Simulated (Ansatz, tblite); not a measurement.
**SnMe2 (C₂H₆Sn): one state, many levels**

How do method and basis change the picture of SnMe2 (C₂H₆Sn) (singlet)?

Program: Ansatz 0.2.0, Gaussian basis. Level of theory: as each input shows. These are calculated values, not measurements.

Levels to be run: GFN1-xTB, GFN2-xTB, PBE-D4/def2-TZVP, r2SCAN-D4/def2-TZVP, BLYP-D4/def2-TZVP, B3LYP-D4/def2-TZVP, B2PLYP/def2-TZVP, PBE-D4/def2-SVP, PBE0-D4/def2-SVP, CCSD(T)/def2-TZVP, RPA/def2-TZVP.

4 further runs of the same task are left out: 4 set aside as unsound or not needed.

**1. The relaxed structure**

The singlet was relaxed beforehand with PBE0-D4/def2-TZVP.

9 atoms, charge 0, spin multiplicity 1.

Bond lengths: C1–Sn3 2.190 Å, C1–H4 1.095 Å, C1–H5 1.095 Å, C1–H6 1.090 Å, C2–Sn3 2.190 Å, C2–H7 1.095 Å, C2–H8 1.095 Å, C2–H9 1.090 Å. Angles: Sn3–C1–H4 109.2°, Sn3–C1–H5 109.5°, Sn3–C1–H6 112.9°, H4–C1–H5 107.1°, H4–C1–H6 108.9°, H5–C1–H6 109.1°, Sn3–C2–H7 109.1°, Sn3–C2–H8 109.7°, Sn3–C2–H9 112.9°, H7–C2–H8 107.1°, H7–C2–H9 108.9°, H8–C2–H9 109.1°, C1–Sn3–C2 93.0°.

Coordinates:

```
atom    x (Å)    y (Å)    z (Å)
  C1   1.5883  -0.0127  -0.0173
  C2  -1.5882   0.0117  -0.0236
 Sn3   0.0032   0.0116  -1.5285
  H4   1.4873  -0.9141   0.5963
  H5   1.4700   0.8462   0.6514
  H6   2.5880   0.0092  -0.4518
  H7  -1.4985   0.9130   0.5921
  H8  -1.4643  -0.8471   0.6438
  H9  -2.5858  -0.0177  -0.4624
```

Sn takes a core potential in the def2 sets. No spin-orbit coupling is included.

PBE0-D4/def2-TZVP was run before; its log isn't repeated, and its numbers join the tables.

**2. GFN1-xTB**

Tight binding, by tblite at 300 K electronic temperature and without a spin-polarisation term:

```python
tblite.interface.Calculator('GFN1-xTB', numbers, positions, charge=0, uhf=0).singlepoint()
```

Energy -269.7459 eV, HOMO -10.61 eV, LUMO -7.88 eV; 0.007 s.

**3. GFN2-xTB**

Tight binding, by tblite at 300 K electronic temperature and without a spin-polarisation term:

```python
tblite.interface.Calculator('GFN2-xTB', numbers, positions, charge=0, uhf=0).singlepoint()
```

Energy -256.1433 eV, HOMO -9.74 eV, LUMO -6.95 eV; 0.008 s.

**4. PBE-D4/def2-TZVP**

start.molden holds the orbitals of an earlier run on this state, given as this run's starting guess.

in.yaml

```yaml
crystal:
  periodic: [false, false, false]
  atoms:
    - {symbol: C, position_ang: [1.588308, -0.012661, -0.017287]}
    - {symbol: C, position_ang: [-1.588181, 0.011674, -0.023626]}
    - {symbol: Sn, position_ang: [0.003173, 0.011591, -1.528500]}
    - {symbol: H, position_ang: [1.487316, -0.914116, 0.596335]}
    - {symbol: H, position_ang: [1.470003, 0.846189, 0.651359]}
    - {symbol: H, position_ang: [2.587982, 0.009156, -0.451843]}
    - {symbol: H, position_ang: [-1.498490, 0.913036, 0.592132]}
    - {symbol: H, position_ang: [-1.464292, -0.847135, 0.643833]}
    - {symbol: H, position_ang: [-2.585830, -0.017733, -0.462394]}
basis:
  gaussian: {orbitals: def2-TZVP, initial_orbitals: start.molden}
hamiltonian: {xc: pbe, dispersion: d4}
scf: {omitted_lower_state_checks: [starts]}
output: {forces: true, orbitals: {seedname: orbitals}}
```

Command:

```sh
$ ansatz run in.yaml --threads 2 --pin off --events-out ev --progress --plain --max-ram 4352MiB
```

Further steps of the session: r2SCAN-D4/def2-TZVP; BLYP-D4/def2-TZVP; B3LYP-D4/def2-TZVP; B2PLYP/def2-TZVP; PBE-D4/def2-SVP; PBE0-D4/def2-SVP; CCSD(T)/def2-TZVP; RPA/def2-TZVP.

Q: Predict the results of all the runs planned. Wanted: gap in def2-TZVP, named functionals, smallest and largest; correlation energy, CCSD(T)/def2-TZVP; binding an atom, CCSD(T)/def2-TZVP; PBE0 total energy, smallest basis above largest.

**Answer**, as computed:

| quantity | value |
| --- | --- |
| gap in def2-TZVP, named functionals, smallest and largest | 1.85 eV (BLYP-D4), 3.62 eV (PBE0-D4) |
| correlation energy, CCSD(T)/def2-TZVP | -19.29 eV |
| binding an atom, CCSD(T)/def2-TZVP | 3.404 eV |
| PBE0 total energy, smallest basis above largest | 2.64 eV (def2-SVP, def2-TZVP) |

In words: Over the named functionals in def2-TZVP the gap runs from 1.85 eV (BLYP-D4) to 3.62 eV (PBE0-D4); exact exchange widens it. The functionals in def2-TZVP miss CCSD(T)/def2-TZVP by +0.107 (BLYP-D4) to +0.158 eV (PBE-D4) an atom. CCSD(T)/def2-TZVP isn't at the basis-set limit; small misses against it rank nothing.
